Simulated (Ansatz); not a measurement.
# TiN+ (triplet): from Hartree-Fock to the top rungs, def2-QZVPP

The task here is to estimate one member of a computed series from the others.

The runs use Ansatz 0.2.0, Gaussian basis; def2-QZVPP, core rule «outside noble gas», up to 10 orbitals frozen.

To be run: UHF; ROHF; CCSD(T) on UHF.

2 further runs of the same task are left out: 2 set aside as unsound or not needed.

## The geometry

The geometry is a PBE0/def2-TZVP stationary point (not a proven minimum) of the parent state, kept for this charge and spin.

2 atoms, charge 1, spin multiplicity 3.

Atoms are counted from 1 here; the program's logs count them from 0.

Bond lengths: Ti1–N2 1.506 Å.

Set-up of the first run:

Contents of in.yaml:

```yaml
crystal:
  periodic: [false, false, false]
  atoms:
    - {symbol: Ti, position_ang: [0.000000, 0.000000, 0.000000]}
    - {symbol: N, position_ang: [0.000000, 0.000000, 1.505800]}
basis:
  gaussian: {orbitals: "def2-QZVPP.json"}
total_charge: 1
magnetization: {spin_polarized: true, initial_magnetization: 2}
hamiltonian: {xc: hf}
output: {orbitals: {seedname: orbitals}}
```

Started as:

```
> ansatz run in.yaml --threads 1 --pin off --events-out ev --progress --plain --max-ram 4096MiB --backend cpu
```

Steps of the session up to this table: UHF; ROHF; CCSD(T) on UHF.

One table of the session follows, with a row left open; its other results are not shown here.

It belongs to the step «Misses and costs». 

```
  method  from UCCSD(T) (kJ/mol)
    ROHF                       ?
     UHF                  +788.9
    UMP2                   +42.4
   UCCSD                   +58.7
UCCSD(T)                       0
```

**Question.** Estimate the row for ROHF.

The run gave: from UCCSD(T) (kJ/mol): +818.6. In the column «from UCCSD(T) (kJ/mol)» it is the highest.
